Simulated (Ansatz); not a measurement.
# AlH5Se (SMILES [AlH3-][SeH2+]): a rigid scan of the bond length Se2–H6

One table from this session's results is given with a row withheld; the runs are named, their logs left out.

Program: Ansatz 0.2.0, Gaussian basis. Level of theory: single points in def2-TZVPP. These are calculated values, not measurements.

Levels: PBE-D4, r2SCAN-D4, PBE0-D4, B3LYP-D4, wB97M-V, Hartree-Fock, MP2, CCSD, CCSD(T). The scan takes 1.205, 1.267, 1.357, 1.463, 1.581, 1.707, 1.841, 1.983, 2.130 Å.

Correlated methods freeze the cores. Filled d shells of the heavier atoms are correlated. B3LYP uses VWN-RPA correlation.

33 further runs of the same task are left out: 33 set aside as unsound or not needed.

## Where the work starts

The minimum, relaxed at PBE0-D4: SMILES `[AlH3-][SeH2+]`, 7 atoms, charge 0, spin multiplicity 1.

Atoms are counted from 1 here; the program's logs count them from 0.

Bond lengths: Al1–Se2 2.668 Å, Al1–H3 1.596 Å, Al1–H4 1.596 Å, Al1–H5 1.595 Å, Se2–H6 1.469 Å, Se2–H7 1.469 Å. Angles: Se2–Al1–H3 94.9°, Se2–Al1–H4 94.8°, Se2–Al1–H5 99.4°, H3–Al1–H4 118.8°, H3–Al1–H5 118.8°, H4–Al1–H5 118.8°, Al1–Se2–H6 97.2°, Al1–Se2–H7 97.1°, H6–Se2–H7 91.6°.

Geometry (Å):

```csv
atom,x (Å),y (Å),z (Å)
Al1,-0.7442,-0.5920,-0.6606
Se2,0.8049,0.3188,1.3110
H3,-0.1209,-2.0612,-0.6571
H4,-2.1146,-0.3363,0.1164
H5,-0.3174,0.4204,-1.8172
H6,2.0449,0.4362,0.5319
H7,0.5084,1.7462,1.1299
```

Energies of the minimum (eV), from earlier single points: PBE-D4 -72013.88042, r2SCAN-D4 -72026.58703, PBE0-D4 -72016.77552, B3LYP-D4 -72029.79737, wB97M-V -72023.00827, CCSD(T) -71976.73453.

At the minimum the bond length Se2–H6 is 1.469 Å.

Set-up of the first run:

File ccsdt-tzvpp/in.yaml:

```yaml
crystal:
  periodic: [false, false, false]
  atoms:
    - {symbol: Al, position_ang: [-0.744171, -0.591968, -0.660555]}
    - {symbol: Se, position_ang: [0.804922, 0.318788, 1.310951]}
    - {symbol: H, position_ang: [-0.120860, -2.061166, -0.657125]}
    - {symbol: H, position_ang: [-2.114594, -0.336296, 0.116433]}
    - {symbol: H, position_ang: [-0.317440, 0.420355, -1.817225]}
    - {symbol: H, position_ang: [1.822009, 0.415092, 0.671979]}
    - {symbol: H, position_ang: [0.508438, 1.746189, 1.129876]}
basis:
  gaussian: {orbitals: def2-TZVPP}
correlation: {method: ccsd_t}
```

The command line of these runs was not kept.

Steps of the session up to this table: Se2–H6 = 1.205 Å; Se2–H6 = 1.267 Å; Se2–H6 = 1.357 Å; Se2–H6 = 1.463 Å; Se2–H6 = 1.581 Å; Se2–H6 = 1.707 Å; Se2–H6 = 1.841 Å; Se2–H6 = 1.983 Å; Se2–H6 = 2.130 Å.

One table of the session follows, with a row left open; its other results are not shown here.

Energies less that of the minimum at the same level (kcal/mol):

| bond length (Å) | PBE-D4 | PBE0-D4 | B3LYP-D4 | wB97M-V | Hartree-Fock |
| --- | --- | --- | --- | --- | --- |
| 1.205 | 29.1 | 27.8 | 27.8 | 27.0 | 26.7 |
| 1.267 | 15.6 | 14.5 | 14.6 | 13.9 | 13.5 |
| 1.357 | ? | ? | ? | ? | ? |
| 1.463 | 0.0 | 0.0 | 0.0 | 0.0 | 0.0 |
| 1.469 (minimum) | 0.0 | 0.0 | 0.0 | 0.0 | 0.0 |
| 1.581 | 1.9 | 2.7 | 2.5 | 3.0 | 3.6 |
| 1.707 | 8.4 | 10.1 | 9.5 | 10.7 | 12.3 |
| 1.841 | 17.6 | 20.5 | 19.4 | 21.4 | 24.3 |
| 1.983 | 28.3 | 32.4 | 30.7 | 33.9 | 38.2 |
| 2.130 | 39.4 | 44.8 | 42.5 | 46.9 | 52.7 |

Q: Estimate the row for bond length (Å) = 1.357 from the others.

Worked estimate for «PBE-D4». A straight line through the neighbours (1.267, 15.6) and (1.463, 0.0) gives 15.6 + (0.0 − 15.6) × (1.357 − 1.267) / (1.463 − 1.267) = 8.4; a parabola fitted to 4 rows on both sides gives 5.2.

The run gave: PBE-D4: 4.5; PBE0-D4: 3.8; B3LYP-D4: 3.9; wB97M-V: 3.5; Hartree-Fock: 3.1. In «PBE-D4» the line misses by +3.9 and the parabola by +0.7.

Caveats from the session: A polynomial through the near points puts the CCSD(T) minimum 0.006 Å below the PBE0-D4 value.
